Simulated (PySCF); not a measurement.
# C₄H₂BrFO: magnetic properties

What do calculations give for the magnetic properties of C₄H₂BrFO (`Fc1occc1Br`)?

Computed with PySCF 2.14.0 and routines of our own; the level stands in each step. Atoms count from 0.

## Step 1: The system as given

9 atoms, charge 0, multiplicity 1; geometry from: GFN2-xTB.

## Step 2: Magnetic properties: GIAO KT3/pcSseg-1

What the job is given:

```
{"job": {"kind": "mag", "xc": "KT3", "basis": "pcSseg-1", "isotopologues": 2}, "charge": 0, "multiplicity": 1}
F     -1.670472    -1.773665     0.161545
C     -0.731085    -0.887426    -0.118011
O      0.528678    -1.324149    -0.153818
C      1.296156    -0.254376    -0.454143
C      0.536079     0.859034    -0.610086
C     -0.807293     0.445747    -0.388517
Br    -2.347852     1.510373    -0.455497
H      2.351583    -0.420259    -0.525952
H      0.857769     1.850717    -0.849570
```

Level: GIAO KT3/pcSseg-1 magnetisability, rotational g tensor and spin-rotation constants, non-relativistic, gas phase.

Command:

```
$ OMP_NUM_THREADS=1 python excited_run.py task.json out
```

The driver reads the jobs from task.json and runs them one after another.

What it wrote:

```text
coarse grid: 43480 points
cycle   1  E = -2916.2421173704  dE =  1.547e-01  |g| = 8.527e-01  |ddm| = 3.298e+00
cycle   2  E = -2916.0509479662  dE =  1.912e-01  |g| = 1.259e+00  |ddm| = 1.423e+00
cycle   3  E = -2916.3250052878  dE = -2.741e-01  |g| = 2.363e-01  |ddm| = 1.049e+00
cycle   4  E = -2916.3302469077  dE = -5.242e-03  |g| = 1.690e-01  |ddm| = 3.102e-01
cycle   5  E = -2916.3370455569  dE = -6.799e-03  |g| = 3.298e-02  |ddm| = 1.632e-01
cycle   6  E = -2916.3372859774  dE = -2.404e-04  |g| = 1.370e-02  |ddm| = 4.432e-02
cycle   7  E = -2916.3373276029  dE = -4.163e-05  |g| = 5.435e-03  |ddm| = 1.866e-02
cycle   8  E = -2916.3373345272  dE = -6.924e-06  |g| = 1.282e-03  |ddm| = 5.518e-03
final grid: 91464 points
cycle   9  E = -2916.3373627216  dE =  9.858e-07  |g| = 2.452e-03  |ddm| = 3.969e-03
cycle  10  E = -2916.3373581497  dE =  4.572e-06  |g| = 5.047e-03  |ddm| = 6.698e-03
cycle  11  E = -2916.3373640617  dE = -5.912e-06  |g| = 6.131e-04  |ddm| = 4.472e-03
cycle  12  E = -2916.3373641602  dE = -9.857e-08  |g| = 7.583e-05  |ddm| = 7.123e-04
cycle  13  E = -2916.3373641616  dE = -1.326e-09  |g| = 2.986e-05  |ddm| = 9.744e-05
cycle  14  E = -2916.3373641618  dE = -2.065e-10  |g| = 8.770e-06  |ddm| = 3.160e-05
converged SCF energy = -2916.3373641618

Magnetisability tensor (1e-30 J/T^2)
    -1102.19       21.11      -43.12
       21.11    -1046.78      -93.92
      -43.12      -93.92    -1462.77
isotropic -1203.91   principal values   -1486.71  -1109.09  -1015.94
isotropic susceptibility -72.501 1e-6 cm^3/mol

Inertial axes            a          b          c
rot. const./GHz      3.6959     1.1897     0.9000
chi total           -65.920    -62.053    -89.532
chi diamagnetic    -391.828   -961.149  -1260.375
chi paramagnetic    325.909    899.096   1170.843
quadrupole/D A        2.985      1.757     -4.742
g nuclear            0.5262     0.4880     0.4973
g electronic        -0.5659    -0.5025    -0.4950
g total             -0.0397    -0.0145     0.0022

Spin-rotation constants (kHz, H = +C I.J)
atom  isotope        aa         bb         cc
  0    19F        5.730      1.266      0.613
  6   79Br        1.391      2.603      1.482
  7     1H        0.105     -0.036     -0.097
  8     1H       -0.246      0.082     -0.105
  1    13C*       1.341      0.500      0.249
  2    17O*      -1.161     -0.465     -0.118
  3    13C*       1.171      0.471      0.177
  4    13C*       1.100      0.490      0.141
  5    13C*       1.212      0.307      0.150
* in the singly substituted isotopologue

Isotopologues: g along a, b, c
2H    at 7,8               -0.0373    -0.0142     0.0021
13C   at 1                 -0.0395    -0.0145     0.0022
```

It took 21 s on 1 thread of Arm Neoverse V2, shared host; peak memory 0.56 GiB.

From this job:

| quantity | value |
| --- | --- |
| magnetisability | -1204·10⁻³⁰ J/T² |
| molar susceptibility | -72.5·10⁻⁶ cm³/mol |
| rotational g (a, b, c) | -0.0397, -0.0145, 0.0022 |

## Step 3: Magnetic properties: GIAO PBE0/pcSseg-1

Settings changed since step 2:

```diff
@@ -1,2 +1,2 @@
-{"job": {"kind": "mag", "xc": "KT3", "basis": "pcSseg-1", "isotopologues": 2}, "charge": 0, "multiplicity": 1}
+{"job": {"kind": "mag", "xc": "PBE0", "basis": "pcSseg-1", "scf": {"guess": "sap"}}, "charge": 0, "multiplicity": 1}
 F     -1.670472    -1.773665     0.161545
```

Level: GIAO PBE0/pcSseg-1 magnetisability, rotational g tensor and spin-rotation constants, non-relativistic, gas phase.

What it wrote:

```text
final grid: 91464 points
cycle   1  E = -2806.1832211094  dE =  8.703e+01  |g| = 1.196e+01  |ddm| = 5.517e+01
cycle   2  E = -2286.6239135720  dE =  5.196e+02  |g| = 2.850e+01  |ddm| = 6.135e+01
cycle   3  E = -2711.6347489725  dE = -4.250e+02  |g| = 1.677e+01  |ddm| = 2.533e+01
cycle   4  E = -2882.7871415241  dE = -1.712e+02  |g| = 9.160e+00  |ddm| = 1.589e+01
cycle   5  E = -2877.7037123864  dE =  5.083e+00  |g| = 9.501e+00  |ddm| = 1.872e+01
cycle   6  E = -2897.3934830432  dE = -1.969e+01  |g| = 4.641e+00  |ddm| = 1.309e+01
cycle   7  E = -2896.8977760701  dE =  4.957e-01  |g| = 4.352e+00  |ddm| = 5.410e+00
cycle   8  E = -2901.1825626508  dE = -4.285e+00  |g| = 1.946e+00  |ddm| = 6.619e+00
cycle   9  E = -2901.6995236715  dE = -5.170e-01  |g| = 8.250e-01  |ddm| = 2.150e+00
cycle  10  E = -2901.7687889212  dE = -6.927e-02  |g| = 5.916e-01  |ddm| = 1.215e+00
cycle  11  E = -2901.8457345179  dE = -7.695e-02  |g| = 9.698e-02  |ddm| = 5.538e-01
cycle  12  E = -2901.8473474344  dE = -1.613e-03  |g| = 5.372e-02  |ddm| = 1.116e-01
cycle  13  E = -2901.8478951459  dE = -5.477e-04  |g| = 8.058e-03  |ddm| = 4.595e-02
cycle  14  E = -2901.8479089865  dE = -1.384e-05  |g| = 3.235e-03  |ddm| = 8.596e-03
cycle  15  E = -2901.8479111175  dE = -2.131e-06  |g| = 9.722e-04  |ddm| = 3.517e-03
cycle  16  E = -2901.8479113194  dE = -2.019e-07  |g| = 3.375e-04  |ddm| = 1.077e-03
cycle  17  E = -2901.8479113429  dE = -2.354e-08  |g| = 9.489e-05  |ddm| = 3.562e-04
cycle  18  E = -2901.8479113447  dE = -1.741e-09  |g| = 5.554e-05  |ddm| = 1.223e-04
cycle  19  E = -2901.8479113451  dE = -4.675e-10  |g| = 3.242e-05  |ddm| = 5.619e-05
cycle  20  E = -2901.8479113453  dE = -2.037e-10  |g| = 7.734e-06  |ddm| = 2.979e-05
converged SCF energy = -2901.8479113453

Magnetisability tensor (1e-30 J/T^2)
    -1117.51       21.53      -46.03
       21.53    -1067.09      -98.77
      -46.03      -98.77    -1504.79
isotropic -1229.80   principal values   -1530.03  -1125.31  -1034.05
isotropic susceptibility -74.060 1e-6 cm^3/mol

Inertial axes            a          b          c
rot. const./GHz      3.6959     1.1897     0.9000
chi total           -67.005    -63.035    -92.141
chi diamagnetic    -392.893   -962.241  -1261.448
chi paramagnetic    325.888    899.205   1169.307
quadrupole/D A        2.966      1.783     -4.749
g nuclear            0.5262     0.4880     0.4973
g electronic        -0.5658    -0.5026    -0.4944
g total             -0.0396    -0.0146     0.0029

Spin-rotation constants (kHz, H = +C I.J)
atom  isotope        aa         bb         cc
  0    19F        5.409      1.202      0.543
  6   79Br        1.272      2.437      1.377
  7     1H        0.098     -0.037     -0.097
  8     1H       -0.254      0.083     -0.105
  1    13C*       1.374      0.529      0.248
  2    17O*      -1.193     -0.476     -0.115
  3    13C*       1.198      0.510      0.175
  4    13C*       1.140      0.524      0.136
  5    13C*       1.275      0.324      0.146
* in the singly substituted isotopologue
```

Wall time 22 s (1 thread of Arm Neoverse V2, shared host); peak memory 0.74 GiB.

From this job:

| quantity | value |
| --- | --- |
| magnetisability | -1230·10⁻³⁰ J/T² |
| molar susceptibility | -74.1·10⁻⁶ cm³/mol |
| rotational g (a, b, c) | -0.0396, -0.0146, 0.0029 |

## Step 4: Magnetic properties side by side

| level | ξ (10⁻³⁰ J/T²) | g(a) | g(b) | gap (eV) | functions | time |
| --- | --- | --- | --- | --- | --- | --- |
| GIAO KT3/pcSseg-1 | -1204 | -0.0397 | -0.0145 | 4.61 | 153 | 21 s |
| GIAO PBE0/pcSseg-1 | -1230 | -0.0396 | -0.0146 | 6.77 | 153 | 22 s |

## Step 5: Results

```
                                          quantity                      value
       magnetisability (step 2, GIAO KT3/pcSseg-1)           -1204·10⁻³⁰ J/T²
  molar susceptibility (step 2, GIAO KT3/pcSseg-1)         -72.5·10⁻⁶ cm³/mol
rotational g (a, b, c) (step 2, GIAO KT3/pcSseg-1)   -0.0397, -0.0145, 0.0022
                   magnetisability over the levels  -1230 to -1204·10⁻³⁰ J/T²
```

**Reading.** Steps that list no spin-orbit terms leave them out, which matters at and beside the heavy atoms. The magnetisability spreads by 2.1 % over 2 levels of like cost. Two levels can agree by chance, so this spread shows no convergence. Vibrational averaging and real surroundings are missing from these values.
